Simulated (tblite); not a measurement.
# C14H10OS: the cost of one run

Programs: tblite 0.8.0 and PySCF 2.14.0, with routines of our own; each step states its level. All values are computed. Atoms count from 0.

## (1) The starting structure

26 atoms, charge 0, multiplicity 1; geometry from: force field or distance geometry start.

## (2) Relaxing the molecule with GFN2-xTB

Job settings and geometry (Å):

```
{"job": {"kind": "relax", "xc": "GFN2-xTB", "basis": "xTB"}, "charge": 0, "multiplicity": 1}
O      3.014300    -1.737600    -2.547400
C      3.486400    -0.735100    -1.932300
C      2.815300    -0.125700    -0.785400
C      3.432300     0.968200    -0.193000
C      2.819100     1.570500     0.896100
C      1.582300     1.134600     1.383900
C      0.972100     0.046300     0.760900
C     -0.307300    -0.405100     1.290200
S     -0.280800    -1.081700     2.792900
C     -1.569700    -0.304100     0.572200
C     -2.708300    -0.790000     1.198000
C     -3.953300    -0.743200     0.615700
C     -4.110400    -0.201400    -0.621500
C     -2.970400     0.284600    -1.276100
C     -1.718800     0.244700    -0.677700
C      1.579200    -0.578400    -0.305600
H      4.460300    -0.312000    -2.229300
H      4.382200     1.343900    -0.516600
H      3.322100     2.416700     1.352500
H      1.146000     1.643300     2.235200
H     -2.660600    -1.224600     2.199700
H     -4.806500    -1.125300     1.141800
H     -5.082600    -0.162200    -1.070000
H     -3.141400     0.696700    -2.259200
H     -0.853900     0.624600    -1.192400
H      1.131600    -1.425000    -0.819500
```

On the command line:

```sh
OMP_NUM_THREADS=1 python excited_run.py task.json out
```

The driver reads the jobs from task.json and runs them one after another.

**Question.** How long does this run take on 1 thread of AMD EPYC 7R43, shared host?

About 4.2 s.
